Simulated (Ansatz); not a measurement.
**CH4FGaO2: small, medium and large basis sets**

One table from this session's results is given with a row withheld; the runs are named, their logs left out.

Program: Ansatz 0.2.0, Gaussian basis. Level of theory: one geometry, several basis sets. These are calculated values, not measurements.

Plan: PBE0-D4/def2-SVP; ωB97M-V/def2-SVP; PBE0-D4/def2-QZVPP; ωB97M-V/def2-QZVPP; the functionals' def2-TZVPP values are taken from earlier runs.

## The relaxed structure

An earlier PBE0-D4 in a triple-zeta def2 set relaxation fixed the geometry.

SMILES `C[O][Ga]([OH])[F]`, 9 atoms, charge 0, spin multiplicity 1.

Atoms are counted from 1 here; the program's logs count them from 0.

Bond lengths: C1–O2 1.414 Å, C1–H6 1.095 Å, C1–H7 1.094 Å, C1–H8 1.094 Å, O2–Ga3 1.762 Å, Ga3–O4 1.763 Å, Ga3–F5 1.743 Å, O4–H9 0.960 Å. Angles: O2–C1–H6 113.1°, O2–C1–H7 109.3°, O2–C1–H8 109.4°, H6–C1–H7 108.3°, H6–C1–H8 108.3°, H7–C1–H8 108.3°, C1–O2–Ga3 122.9°, O2–Ga3–O4 123.5°, O2–Ga3–F5 118.5°, O4–Ga3–F5 118.0°, Ga3–O4–H9 112.8°.

The first run:

in.yaml

```yaml
crystal:
  periodic: [false, false, false]
  atoms:
    - {symbol: C, position_ang: [0.370123, 1.381624, 0.715661]}
    - {symbol: O, position_ang: [-0.131194, 0.059998, 0.713553]}
    - {symbol: Ga, position_ang: [-0.194976, -0.938015, -0.737319]}
    - {symbol: O, position_ang: [-0.823047, -2.584676, -0.758400]}
    - {symbol: F, position_ang: [0.394346, -0.268095, -2.235085]}
    - {symbol: H, position_ang: [0.732770, 1.705786, -0.265295]}
    - {symbol: H, position_ang: [1.197181, 1.453188, 1.428451]}
    - {symbol: H, position_ang: [-0.419144, 2.069344, 1.034330]}
    - {symbol: H, position_ang: [-1.126079, -2.879153, 0.104105]}
basis:
  gaussian: {orbitals: def2-SVP}
hamiltonian: {xc: pbe0, dispersion: d4}
output: {orbitals: {seedname: orbitals}}
```

Launch:

```bash
$ ansatz run in.yaml --threads 4 --pin off --events-out ev --progress --plain --max-ram 10444MiB
```

Steps of the session up to this table: PBE0-D4 in def2-SVP; ωB97M-V in def2-SVP; PBE0-D4 in def2-QZVPP; ωB97M-V in def2-QZVPP.

One of the session's tables, all rows but one given; the rest of the session is left out.

It belongs to the step «Functionals by basis». 

```
functional       basis  HOMO (eV)
   PBE0-D4    def2-SVP      -8.20
   PBE0-D4  def2-TZVPP      -8.35
   PBE0-D4  def2-QZVPP      -8.40
   ωB97M-V    def2-SVP     -10.59
   ωB97M-V  def2-TZVPP     -10.77
   ωB97M-V  def2-QZVPP          ?
```

Q: Estimate the row for ωB97M-V, def2-QZVPP from the others.

The run gave: HOMO (eV): -10.82. In the column «HOMO (eV)» it is the lowest.
